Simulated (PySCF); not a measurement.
# BrClGaH: the cost of one run

Computed with PySCF 2.14.0, with density-fitted response routines of our own, on a single molecule in the gas phase. Atoms are numbered from 0 throughout.

1 further run of the same task is left out (for a known fault of the program). Runs told in other sessions of the task aren't counted.

## 1. Starting geometry

4 atoms, charge 0, multiplicity 1; geometry from: GFN2-xTB. The atoms were then displaced at random by about 0.01 Å, so the start is not that level's minimum.

Bonds of the start (Å): Cl0–Ga1 2.07, Ga1–Br2 2.26, Ga1–H3 1.55.

## 2. Optimising the geometry at PBE0-D3(BJ)/def2-SVP

What the job is given:

```
{"job": {"xc": "PBE0", "basis": "def2-SVP", "d3": "d3bj", "grid": 1, "shake": 0.01, "kind": "geom"}, "charge": 0, "multiplicity": 1}
Cl    -1.648580    -1.246120    -0.014130
Ga    -0.113540     0.145820    -0.008590
Br     2.017530    -0.618710    -0.001590
H     -0.217410     1.693640    -0.008700
```

Started as:

```sh
$ OMP_NUM_THREADS=1 python probes_run.py task.json out
```

One launch serves the whole session: the jobs run in the order shown.

Q: Estimate the wall time and peak memory of this first job on 1 thread of Arm Neoverse V2, shared host.

About 20 s, with a peak of 0.36 GiB.
